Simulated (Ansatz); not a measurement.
# BeHBr (singlet): wave-function methods side by side at distance Br1–Be2 = 1.764 Å, cc-pVTZ

An exercise on one series of results from a longer session: the logs are not shown, and one member is left open.

Program: Ansatz 0.2.0, Gaussian basis. Level of theory: cc-pVTZ, core rule «outside noble gas», up to 15 orbitals frozen. These are calculated values, not measurements.

Plan: UHF; CCSD(T) on RHF; BCCD(T) on RHF; CCSDT(Q) on RHF.

18 further runs of the same task are left out: 6 for a known fault of the program, 11 that didn't finish, 1 set aside as unsound or not needed.

## The system

The geometry derives from a PBE0/def2-TZVP stationary point (not a proven minimum). One bond is set to the value named and the two fragments are kept rigid. No spin-orbit coupling is included. The filled d shell of Br may be among the frozen orbitals whatever the setting's name suggests; the logs give the count.

3 atoms, charge 0, spin multiplicity 1.

Atoms are counted from 1 here; the program's logs count them from 0.

Bond lengths: Br1–Be2 1.764 Å, Be2–H3 1.331 Å. Angles: Br1–Be2–H3 180.0°.

The first run:

in.yaml

```yaml
crystal:
  periodic: [false, false, false]
  atoms:
    - {symbol: Br, position_ang: [0.000000, 0.000000, 1.619600]}
    - {symbol: Be, position_ang: [0.000000, 0.000000, -0.144400]}
    - {symbol: H, position_ang: [0.000000, 0.000000, -1.475200]}
basis:
  gaussian: {orbitals: cc-pVTZ}
magnetization: {spin_polarized: true, initial_magnetization: 0}
hamiltonian: {xc: hf}
output: {orbitals: {seedname: orbitals}}
```

On the command line:

```console
$ ansatz run in.yaml --threads 1 --pin off --events-out ev --progress --plain --max-ram 2393MiB
```

Among the steps run: UHF; CCSD(T) on RHF; BCCD(T) on RHF; CCSDT(Q) on RHF.

One table of the session follows, with a row left open; its other results are not shown here.

```
   method  from RCCSDT(Q) (kJ/mol)
      RHF                   +632.7
     RMP2                    +83.6
    RCCSD                    +23.7
 RCCSD(T)                     +2.3
  BCCD(T)                        ?
   RCCSDT                     +0.8
RCCSDT(Q)                        0
```

Estimate the missing values for BCCD(T).

**Answer.** from RCCSDT(Q) (kJ/mol): +2.2. In the column «from RCCSDT(Q) (kJ/mol)» it lies between RCCSDT (+0.8) and RCCSD(T) (+2.3).
